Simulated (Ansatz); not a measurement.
# AlH9N3P: the cost of one run

Method: RKS BHLYP-D4/def2-SVP, in Ansatz 0.2.0.

## Step 1: The system as given

Bond lengths: Al1–N2 2.270 Å, N2–H3 1.060 Å, N2–H4 1.060 Å, Al1–N5 1.920 Å, N5–H6 1.060 Å, N5–H7 1.060 Å, Al1–N8 1.920 Å, N8–H9 1.060 Å, N8–H10 1.060 Å, Al1–P11 2.580 Å, P11–H12 1.420 Å, P11–H13 1.420 Å. Angles (14 of 18 angles, heavy atoms first): N2–Al1–N5 120.0°, N2–Al1–N8 120.0°, N2–Al1–P11 71.6°, N5–Al1–N8 120.0°, N5–Al1–P11 114.2°, N8–Al1–P11 84.6°, Al1–N2–H3 120.0°, Al1–N2–H4 120.0°, Al1–N5–H6 120.0°, Al1–N5–H7 120.0°, Al1–N8–H9 120.0°, Al1–N8–H10 120.0°, Al1–P11–H12 109.5°, Al1–P11–H13 109.5°.

Structure file:

```xyz
14

Al    0.0000    0.0000    0.0000
N     0.0000    0.0000    2.2700
H    -0.8770   -0.2713    2.8000
H     0.8770    0.2713    2.8000
N     1.6627    0.0000   -0.9600
H     2.1293   -0.9179   -1.2118
H     2.1141    0.9179   -1.2382
N    -1.6627    0.0000   -0.9600
H    -2.3316   -0.8164   -0.8614
H    -1.9118    0.8164   -1.5886
P    -0.7507    2.3305    0.8135
H    -2.0583    2.6024    0.3313
H    -0.7552    2.3582    2.2333
H    -0.3948    1.2257    2.0273
```

## Step 2: A restrained relaxation towards end A

Springs on the bonds that form and break draw the guess towards this end; the thresholds are loose.

input.yaml

```yaml
crystal:
  periodic: [false, false, false]
  atoms:
    - { symbol: Al, position_ang: [0.0, 0.0, 0.0] }
    - { symbol: "N", position_ang: [0.0, 0.0, 2.27] }
    - { symbol: H, position_ang: [-0.877, -0.2713, 2.8] }
    - { symbol: H, position_ang: [0.877, 0.2713, 2.8] }
    - { symbol: "N", position_ang: [1.6627, 0.0, -0.96] }
    - { symbol: H, position_ang: [2.1293, -0.9179, -1.2118] }
    - { symbol: H, position_ang: [2.1141, 0.9179, -1.2382] }
    - { symbol: "N", position_ang: [-1.6627, 0.0, -0.96] }
    - { symbol: H, position_ang: [-2.3316, -0.8164, -0.8614] }
    - { symbol: H, position_ang: [-1.9118, 0.8164, -1.5886] }
    - { symbol: P, position_ang: [-0.7507, 2.3305, 0.8135] }
    - { symbol: H, position_ang: [-2.0583, 2.6024, 0.3313] }
    - { symbol: H, position_ang: [-0.7552, 2.3582, 2.2333] }
    - { symbol: H, position_ang: [-0.3948, 1.2257, 2.0273] }
basis:
  gaussian: { orbitals: def2-SVP }
hamiltonian:
  xc: { name: BHLYP }
  dispersion: d4
relax:
  f_tol: 0.15
  max_steps: 25
  restrain:
    - { distance: [0, 10], at: 3.48, k: 30.0 }
    - { distance: [13, 1], at: 2.26, k: 30.0 }
    - { distance: [0, 1], at: 1.92, k: 30.0 }
    - { distance: [13, 10], at: 1.42, k: 30.0 }
output:
  orbitals: {}
```

Run with:

```sh
$ ansatz run input.yaml --threads 4 --pin off --max-ram 5120MiB --backend cpu --events-out ev --progress --plain --runs-dir out
```

Q: Estimate wall time and peak memory on 4 threads of Intel Xeon Platinum 8375C at 2.90GHz (Ice Lake), shared host.

About 44 s, with a peak of 0.33 GiB.
